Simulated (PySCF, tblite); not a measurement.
# C₅H₉BF₂S: geometry, infrared bands and NMR shifts

What infrared bands and NMR shifts should C₅H₉BF₂S (`C#CC[S@+](C)[BH2-]C(F)F`) show?

The runs use tblite 0.8.0 and PySCF 2.14.0, with density-fitted response routines of our own; the level of theory stands in each step. All values are computed, except where a source is named. Atoms count from 0, in the outputs and in this text.

## Step 1: Starting geometry

18 atoms, charge 0, multiplicity 1; geometry from: force field or distance geometry start.

Bonds of the start (Å): C0–C1 1.23, C1–C2 1.46, C2–S3 1.76, S3–C4 1.77, S3–B5 1.83, B5–C6 1.59, C6–F7 1.38, C6–F8 1.38, C0–H9 1.05, C2–H10 1.10, C2–H11 1.10, C4–H12 1.13, C4–H13 1.12, C4–H14 1.10, B5–H15 1.21, B5–H16 1.19, C6–H17 1.13.

## Step 2: Relaxing the molecule with GFN2-xTB

What the job is given:

```
{"job": {"kind": "relax", "xc": "GFN2-xTB", "basis": "xTB"}, "charge": 0, "multiplicity": 1}
C      3.781100    -0.022300     0.049900
C      2.710900     0.473000    -0.295000
C      1.429100     1.040100    -0.706800
S      0.153800     0.123600     0.083700
C      0.165600    -1.600000    -0.302200
B     -1.503500     0.897300     0.030900
C     -2.631400    -0.042200    -0.572000
F     -3.836700     0.579600    -0.313500
F     -2.411300    -0.171800    -1.928700
H      4.704800    -0.444100     0.335400
H      1.300700     0.951000    -1.791300
H      1.329500     2.093900    -0.401400
H      0.987900    -2.074500     0.303900
H      0.439400    -1.783500    -1.369700
H     -0.791400    -2.091000    -0.057200
H     -1.774100     1.282500     1.141000
H     -1.437400     1.846800    -0.682600
H     -2.625700    -1.052000    -0.065600
```

On the command line:

```sh
$ OMP_NUM_THREADS=1 python probes_run.py task.json out
```

The driver reads the jobs from task.json and runs them one after another.

**Question.** This job is followed by: GFN2-xTB harmonic vibrations, gas phase; GIAO PBE0/pcSseg-1 NMR shielding, non-relativistic, gas phase. What will the session give for the following? strongest single infrared mode (GFN2-xTB); zero-point energy (GFN2-xTB); 13C shifts against TMS (PBE0/pcSseg-1); 1H shifts against TMS (PBE0/pcSseg-1, means over atoms taken as alike); 33S shifts against CS2 (PBE0/pcSseg-1); 11B shifts against BF3·OEt2 (PBE0/pcSseg-1); 19F shifts against CFCl3 (PBE0/pcSseg-1).

As calculated:

| quantity | value |
| --- | --- |
| strongest single infrared mode (GFN2-xTB) | 1027 cm⁻¹, 187 km/mol |
| zero-point energy (GFN2-xTB) | 80.3 kcal/mol |
| 13C shifts against TMS (PBE0/pcSseg-1) | 131.8, 84.1, 80.1, 37.1, 29.7 ppm |
| 1H shifts against TMS (PBE0/pcSseg-1, means over atoms taken as alike) | 6.39, 3.50, 3.17, 2.57, 2.17, 1.97, 1.88 ppm |
| 33S shifts against CS2 (PBE0/pcSseg-1) | 25 ppm |
| 11B shifts against BF3·OEt2 (PBE0/pcSseg-1) | -17.7 ppm |
| 19F shifts against CFCl3 (PBE0/pcSseg-1) | -145.0, -146.1 ppm |

**Reading.** The optimisation took 223 steps and gained 1.301 eV; among the close pairs (by a distance rule), S3–B5 changed most, from 1.830 to 1.971 Å. All 48 modes are real, so the xTB geometry is a minimum. The strongest single mode, at 1027 cm⁻¹, is carried by H15, H16, C6, B5. GFN2-xTB is a fitted tight-binding method: band positions and strengths are rough. Its intensities can rank the bands wrongly. The most deshielded hydrogen is H17 (hydrogen on an sp3 CH bonded to B and 2 F), at 6.39 ppm: its carbon carries F, which withdraws density. At PBE0/pcSseg-1: The largest span, 287 ppm, is at C1, where the paramagnetic term is -152 ppm.
